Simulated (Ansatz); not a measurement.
**C₂H₉NSi₂: up Jacob's ladder to CCSD(T)**

Aim: compute C₂H₉NSi₂ with functionals from several rungs and with coupled cluster, and see how far each lands from CCSD(T) at the basis-set limit for the atomisation energy.

Program: Ansatz 0.2.0, Gaussian basis. Level of theory: functionals in def2-TZVPP, the program's frozen cores in correlated methods. These are calculated values, not measurements.

Plan: LDA (SPW92), PBE-D4, revPBE-D4, BLYP-D4, r2SCAN-D4, B97M-V, PBE0-D4, B3LYP-D4, r2SCANh-D4, r2SCAN0-D4, HSE06-D4, BHLYP-D4, CAM-B3LYP-D4, LC-ωPBE, ωB97X-V, ωB97M-V, B2PLYP, PBE-QIDH; CCSD(T)/def2-SVP; CCSD(T)/def2-TZVPP; MP2/def2-QZVPP; extrapolation to the limit; RPA on PBE.

## (1) The relaxed structure

An earlier PBE0-D4 in a triple-zeta def2 set relaxation fixed the geometry.

SMILES `N[Si]1([SiH3])CC1`, 14 atoms, charge 0, spin multiplicity 1.

Atoms are counted from 1 here; the program's logs count them from 0.

Bond lengths: N1–Si2 1.714 Å, N1–H6 1.006 Å, N1–H7 1.006 Å, Si2–Si3 2.318 Å, Si2–C4 1.845 Å, Si2–C5 1.855 Å, Si3–H8 1.490 Å, Si3–H9 1.489 Å, Si3–H10 1.488 Å, C4–C5 1.548 Å, C4–H11 1.087 Å, C4–H12 1.085 Å, C5–H13 1.086 Å, C5–H14 1.086 Å. Angles: Si2–N1–H6 121.7°, Si2–N1–H7 120.6°, H6–N1–H7 111.9°, N1–Si2–Si3 115.2°, N1–Si2–C4 117.7°, N1–Si2–C5 122.4°, Si3–Si2–C4 119.0°, Si3–Si2–C5 117.3°, C4–Si2–C5 49.4°, Si2–Si3–H8 111.2°, Si2–Si3–H9 108.5°, Si2–Si3–H10 111.9°, H8–Si3–H9 108.3°, H8–Si3–H10 107.9°, H9–Si3–H10 108.9°, Si2–C4–C5 65.6°, Si2–C4–H11 118.7°, Si2–C4–H12 120.4° and more.

## (2) LDA

This LDA is Slater exchange with PW92 correlation.

File in.yaml:

```yaml
crystal:
  periodic: [false, false, false]
  atoms:
    - {symbol: N, position_ang: [-1.196588, 1.630771, 0.373100]}
    - {symbol: Si, position_ang: [-0.180349, 0.285102, 0.066281]}
    - {symbol: Si, position_ang: [1.371076, -0.178664, 1.724318]}
    - {symbol: C, position_ang: [-0.880211, -1.109794, -0.918317]}
    - {symbol: C, position_ang: [0.211480, -0.294163, -1.651715]}
    - {symbol: H, position_ang: [-0.842620, 2.572734, 0.368311]}
    - {symbol: H, position_ang: [-2.175371, 1.596987, 0.142982]}
    - {symbol: H, position_ang: [2.273266, 0.983709, 1.956685]}
    - {symbol: H, position_ang: [2.200103, -1.334646, 1.285552]}
    - {symbol: H, position_ang: [0.717855, -0.516429, 3.017913]}
    - {symbol: H, position_ang: [-1.887069, -1.015344, -1.315588]}
    - {symbol: H, position_ang: [-0.634213, -2.136487, -0.668219]}
    - {symbol: H, position_ang: [-0.132041, 0.300611, -2.492978]}
    - {symbol: H, position_ang: [1.141885, -0.813586, -1.859326]}
basis:
  gaussian: {orbitals: def2-TZVPP}
hamiltonian: {xc: lda}
output: {orbitals: {seedname: orbitals}}
```

Run with:

```sh
> ansatz run in.yaml --threads 4 --pin off --events-out ev --progress --plain --max-ram 10444MiB
```

After this run come: PBE-D4 (GGA); revPBE-D4 (GGA); BLYP-D4 (GGA); r2SCAN-D4 (meta-GGA); B97M-V (meta-GGA); PBE0-D4 (hybrid); B3LYP-D4 (hybrid); r2SCANh-D4 (hybrid); r2SCAN0-D4 (hybrid); HSE06-D4 (hybrid); BHLYP-D4 (hybrid); CAM-B3LYP-D4 (range-separated); LC-ωPBE (range-separated); ωB97X-V (range-separated); ωB97M-V (range-separated); B2PLYP (double hybrid); PBE-QIDH (double hybrid); CCSD(T) in def2-SVP; CCSD(T) in def2-TZVPP; MP2 in def2-QZVPP; RPA on PBE orbitals.

Q: Predict the results of all the runs planned. Wanted: atomisation energy, CCSD(T)/CBS; farthest beyond LDA; mean size of error, GGA; mean size of error, meta-GGA; mean size of error, hybrid; mean size of error, range-separated; mean size of error, double hybrid; gap, smallest and largest; T1 diagnostic.

As calculated:

| quantity | value |
| --- | --- |
| atomisation energy, CCSD(T)/CBS | 4902.4 kJ/mol |
| functionals within 24.5 kJ/mol (0.5 %) | BLYP-D4, r2SCAN-D4, PBE0-D4, B3LYP-D4, r2SCANh-D4, HSE06-D4, CAM-B3LYP-D4, LC-ωPBE, ωB97M-V |
| farthest beyond LDA | BHLYP-D4 (-100.0 kJ/mol) |
| mean size of error, GGA | 41.3 kJ/mol |
| mean size of error, meta-GGA | 16.2 kJ/mol |
| mean size of error, hybrid | 30.0 kJ/mol |
| mean size of error, range-separated | 22.5 kJ/mol |
| mean size of error, double hybrid | 46.6 kJ/mol |
| gap, smallest and largest | 4.46 eV (LDA (SPW92)), 11.20 eV (LC-ωPBE) |
| T1 diagnostic | 0.0116 |
| triples share of the correlation energy | 4.0 % |

The LDA atomisation energy is off by 642.1 kJ/mol (13 %): it overbinds. PBE-D4 misses by +61.3 kJ/mol. Double hybrids carry the basis error of their MP2 part in triple zeta, and no dispersion term here, so their miss is partly the set-up's. The rungs meta-GGA, range-separated miss on average by less than the doubt on the reference (24.5 kJ/mol), so they tie. Misses under about 24.5 kJ/mol are within the doubt on the reference itself, which lacks core-valence correlation, relativity and higher excitations. Hartree-Fock recovers 73 % of the binding; the rest is correlation. CCSD(T) in def2-SVP is off by -320.6 kJ/mol, so the small basis spoils what the method gains. The gap grows from 4.5 to 11.2 eV across the functionals, mostly with the share of exact exchange.
